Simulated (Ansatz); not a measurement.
Working through vertical and adiabatic energies of changing the electron count of ClH2InO, SMILES [OH][InH][Cl]

With Ansatz 0.2.0 through its Python package.

Run as a notebook:

In [1]:
```python
import itertools

import ansatz as az
from ase.data import atomic_numbers, covalent_radii
import numpy as np

GEOMETRY = """
O    -1.30402    0.16541   -0.55154
In    0.50782    0.33240    0.10939
Cl    1.29181   -1.65134    0.94632
H    -1.68698   -0.70857   -0.46792
H     1.19136    1.86210   -0.03625
"""
```

In [2]:
```python
system = az.Crystal.molecule()
for line in GEOMETRY.strip().splitlines():
    symbol, *xyz = line.split()
    system = system.atom(symbol, [float(v) for v in xyz])
```

In [3]:
```python
calculation = system.calculation().basis(gaussian="def2-SVP").functional("pbe", dispersion="d4")
symbols = [site.symbol for site in system.cartesian_sites]
start = np.array([site.position_ang for site in system.cartesian_sites], dtype=float)
rep = calculation.relax(force_tolerance=0.01).run().report
end = np.array(rep["positions_ang"])
```

In [4]:
```python
minimum = az.Crystal.molecule()
for symbol, place in zip(symbols, end):
    minimum = minimum.atom(symbol, place.tolist())
ion = (
    minimum.calculation()
    .basis(gaussian="def2-SVP")
    .functional("pbe", dispersion="d4")
    .charge(1)
    .spin("collinear", total=1)
)
vertical = ion.run().report
settled = ion.relax(force_tolerance=0.01, max_steps=80).run().report
print(f"vertical ionisation energy   {vertical['free_energy_ev'] - rep['free_energy_ev']:.3f} eV")
print(f"adiabatic, no zero point     {settled['free_energy_ev'] - rep['free_energy_ev']:.3f} eV")
print(f"relaxation energy of the ion {vertical['free_energy_ev'] - settled['free_energy_ev']:.3f} eV")
ionised = np.array(settled["positions_ang"])
# pairs closer than 1.2 times the sum of covalent radii, before or after
radius = [covalent_radii[atomic_numbers[s]] for s in symbols]
span = lambda where, i, j: np.linalg.norm(where[i] - where[j])
bonded = [(i, j) for i, j in itertools.combinations(range(len(symbols)), 2) if min(span(end, i, j), span(ionised, i, j)) < 1.2 * (radius[i] + radius[j])]
print("pair        before    after (A)")
for i, j in bonded:
    print(f"{symbols[i]}{i}-{symbols[j]}{j}".ljust(10), f"{span(end, i, j):8.4f} {span(ionised, i, j):8.4f}")
```
```text
vertical ionisation energy   10.217 eV
adiabatic, no zero point     9.672 eV
relaxation energy of the ion 0.545 eV
pair        before    after (A)
O0-In1       2.0114   2.1196
O0-H3        0.9781   0.9899
In1-Cl2      2.3772   2.4053
In1-H4       1.7117   1.6830
```

The energies are electronic: no zero-point or thermal terms, and the basis set is short of its limit. The product may relax into another structure. Each relaxation finds its nearest minimum, which needn't be the lowest. def2 sets replace the cores of elements past krypton by effective core potentials. The whole script took 80 s on 1 thread of Arm Neoverse V1, with other jobs on the host, peak memory 0.24 GiB.
